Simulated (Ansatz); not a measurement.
# FH5OSeSi2: geometry optimisation in Python

Aim: a geometry optimisation, for FH5OSeSi2, run from a script. SMILES: O[SiH2][SiH](F)[SeH].

Computed with Ansatz 0.2.0, driven from Python. Level of theory: CAM-B3LYP/def2-SVP.

### Step 1. The structure

Bond lengths: O1–Si2 1.699 Å, Si2–Si3 2.265 Å, Si3–F4 1.651 Å, Si3–Se5 2.271 Å, O1–H6 1.013 Å, Si2–H7 1.474 Å, Si2–H8 1.497 Å, Si3–H9 1.497 Å, Se5–H10 1.571 Å. Angles: O1–Si2–Si3 111.6°, O1–Si2–H7 107.5°, O1–Si2–H8 107.3°, Si3–Si2–H7 110.8°, Si3–Si2–H8 110.4°, H7–Si2–H8 109.1°, Si2–O1–H6 105.6°, Si2–Si3–F4 106.1°, Si2–Si3–Se5 108.6°, Si2–Si3–H9 106.9°, F4–Si3–Se5 110.5°, F4–Si3–H9 113.5°, Se5–Si3–H9 111.0°, Si3–Se5–H10 89.8°.

Input file fh5osesi2.xyz:

```xyz
10

O     1.53440    0.91050    1.01490
Si    1.06950   -0.52800    0.23880
Si   -1.10150   -0.46630   -0.40370
F    -1.39180   -1.89940   -1.17140
Se   -1.38480    1.27460   -1.83420
H     0.90940    1.00700    1.80630
H     1.30630   -1.63660    1.18150
H     1.96050   -0.69980   -0.95210
H    -1.91740   -0.27850    0.83770
H    -0.90150    2.26550   -0.71500
```

### Step 2. Script

Contents of fh5osesi2_opt.py:

```python
"""Relax the FH5OSeSi2 molecule."""

import itertools

import ansatz as az
from ase.data import atomic_numbers, covalent_radii
import numpy as np

geometry = az.Crystal.molecule_from_extxyz("fh5osesi2.xyz")

calculation = (
    geometry.calculation()
    .basis(gaussian="def2-SVP")
    .functional("CAM-B3LYP")
)
symbols = [site.symbol for site in geometry.cartesian_sites]
start = np.array([site.position_ang for site in geometry.cartesian_sites], dtype=float)
def progress(event):
    if event["event"] == "relax_step":
        row = event["data"]
        print(f"step {row['step']:3d}  E = {row['lagrangian_ev']:.6f} eV  largest force component {row['allowed_force_max_ev_ang']:.4f} eV/A")


data = calculation.relax(force_tolerance=0.02).session().plan().execute(on_event=progress).report
end = np.array(data["positions_ang"])

print(f"E = {data['free_energy_ev']:.6f} eV = {data['free_energy_ev'] / 27.211386246:.7f} Ha")
print("converged:", data["converged"], " doubts:", data["published_state_doubts"] or "none")

# pairs closer than 1.2 times the sum of covalent radii, before or after
radius = [covalent_radii[atomic_numbers[s]] for s in symbols]
span = lambda where, i, j: np.linalg.norm(where[i] - where[j])
bonded = [(i, j) for i, j in itertools.combinations(range(len(symbols)), 2) if min(span(start, i, j), span(end, i, j)) < 1.2 * (radius[i] + radius[j])]
print("pair        before    after (A)")
for i, j in bonded:
    print(f"{symbols[i]}{i}-{symbols[j]}{j}".ljust(10), f"{span(start, i, j):8.4f} {span(end, i, j):8.4f}")

charges = data["charge_distribution"]
dipole = np.array(charges["dipole_moment_e_ang"]) * 4.803205
print("dipole (D): {:.3f} {:.3f} {:.3f}, length {:.3f}".format(*dipole, np.linalg.norm(dipole)))
print("atom  Mulliken   Lowdin")
for symbol, m, l in zip(symbols, charges["mulliken_charges_e"], charges["lowdin_charges_e"]):
    print(f"{symbol:4s} {m:9.3f} {l:8.3f}")
```

### Step 3. Running it

Launch:

```console
python fh5osesi2_opt.py
```

Q: Predict the main results. Wanted: total energy; dipole moment; moves of the relaxation; energy gained; last largest force component.

As calculated:

| quantity | value |
| --- | --- |
| total energy | -85938.8526 eV |
| dipole moment | 2.06 D |
| moves of the relaxation | 31 |
| energy gained | 0.504 eV |
| last largest force component | 0.0158 eV/Å |

What this shows: After 31 moves the largest shift is 1.583 Å, of atom 5 (Se). So large a move can change the bonding: the results belong to the relaxed structure. The end point is the stationary point reached from this start; no frequency run checks that it is a minimum, and the basis set is modest. The Löwdin charges here are taken after orthogonalising the functions within each atom; they differ from plain Löwdin charges, and their signs can be unphysical.
